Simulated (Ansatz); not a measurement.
# CH₃BiCl₂O: one species, many methods

An exercise on one series of results from a longer session: the logs are not shown, and one member is left open.

Program: Ansatz 0.2.0, Gaussian basis. Level of theory: functionals in def2-TZVPP, the program's frozen cores in correlated methods. These are calculated values, not measurements.

Levels to be run: LDA (SPW92), PBE-D4, revPBE-D4, BLYP-D4, r2SCAN-D4, B97M-V, PBE0-D4, B3LYP-D4, r2SCANh-D4, r2SCAN0-D4, HSE06-D4, BHLYP-D4, CAM-B3LYP-D4, LC-ωPBE, ωB97X-V, ωB97M-V, B2PLYP, PBE-QIDH; CCSD(T)/def2-SVP; CCSD(T)/def2-TZVPP; MP2/def2-QZVPP; extrapolation to the limit; RPA on PBE.

### The relaxed structure

All runs share one geometry, relaxed beforehand with PBE0-D4 in a triple-zeta def2 set. Bi takes the def2 core potential; no spin-orbit term is included.

SMILES `C[O][Bi]([Cl])[Cl]`, 8 atoms, charge 0, spin multiplicity 1.

Atoms are counted from 1 here; the program's logs count them from 0.

Bond lengths: C1–O2 1.413 Å, C1–H6 1.095 Å, C1–H7 1.093 Å, C1–H8 1.095 Å, O2–Bi3 2.029 Å, Bi3–Cl4 2.439 Å, Bi3–Cl5 2.439 Å. Angles: O2–C1–H6 111.6°, O2–C1–H7 107.4°, O2–C1–H8 111.6°, H6–C1–H7 108.7°, H6–C1–H8 108.7°, H7–C1–H8 108.7°, C1–O2–Bi3 123.0°, O2–Bi3–Cl4 97.7°, O2–Bi3–Cl5 97.7°, Cl4–Bi3–Cl5 96.5°.

The first run:

The input, in.yaml:

```yaml
crystal:
  periodic: [false, false, false]
  atoms:
    - {symbol: C, position_ang: [0.871161, -0.085672, 0.747050]}
    - {symbol: O, position_ang: [0.842779, -0.607350, -0.565469]}
    - {symbol: Bi, position_ang: [-0.751404, -0.396668, -1.802546]}
    - {symbol: Cl, position_ang: [-2.477099, -1.110316, -0.233960]}
    - {symbol: Cl, position_ang: [-1.080764, 2.001089, -1.502551]}
    - {symbol: H, position_ang: [0.084922, -0.521867, 1.371883]}
    - {symbol: H, position_ang: [1.842437, -0.339918, 1.178449]}
    - {symbol: H, position_ang: [0.760069, 1.003602, 0.751242]}
basis:
  gaussian: {orbitals: def2-TZVPP}
hamiltonian: {xc: lda}
output: {orbitals: {seedname: orbitals}}
```

Among the steps run: LDA; PBE-D4 (GGA); revPBE-D4 (GGA); BLYP-D4 (GGA); r2SCAN-D4 (meta-GGA); B97M-V (meta-GGA); PBE0-D4 (hybrid); B3LYP-D4 (hybrid); r2SCANh-D4 (hybrid); r2SCAN0-D4 (hybrid); HSE06-D4 (hybrid); BHLYP-D4 (hybrid); CAM-B3LYP-D4 (range-separated); LC-ωPBE-D4 (range-separated; the results give it without D4); ωB97X-V (range-separated); ωB97M-V (range-separated); B2PLYP (double hybrid); PBE-QIDH (double hybrid).

One table of the session follows, with a row left open; its other results are not shown here.

It belongs to the step «Orbital energies across the functionals». 

```
  functional  HOMO (eV)  LUMO (eV)  gap (eV)
 LDA (SPW92)      -6.86      -2.76      4.10
      PBE-D4      -6.69      -2.49      4.21
   revPBE-D4      -6.63      -2.38      4.24
     BLYP-D4      -6.59      -2.40      4.19
   r2SCAN-D4      -7.03      -2.29      4.74
      B97M-V      -7.12      -2.29      4.83
     PBE0-D4          ?          ?         ?
    B3LYP-D4      -7.99      -2.00      5.99
  r2SCANh-D4      -7.61      -2.04      5.57
  r2SCAN0-D4      -8.49      -1.65      6.84
    HSE06-D4      -7.84      -2.14      5.70
    BHLYP-D4      -9.67      -0.99      8.67
CAM-B3LYP-D4      -9.69      -0.86      8.83
     LC-ωPBE     -11.05       0.26     11.31
     ωB97X-V     -10.72       0.15     10.87
     ωB97M-V     -10.63       0.01     10.64
```

Estimate the missing values for PBE0-D4.

**Answer.** HOMO (eV): -8.24; LUMO (eV): -1.77; gap (eV): 6.47. In the column «HOMO (eV)» it lies between r2SCAN0-D4 (-8.49) and B3LYP-D4 (-7.99).
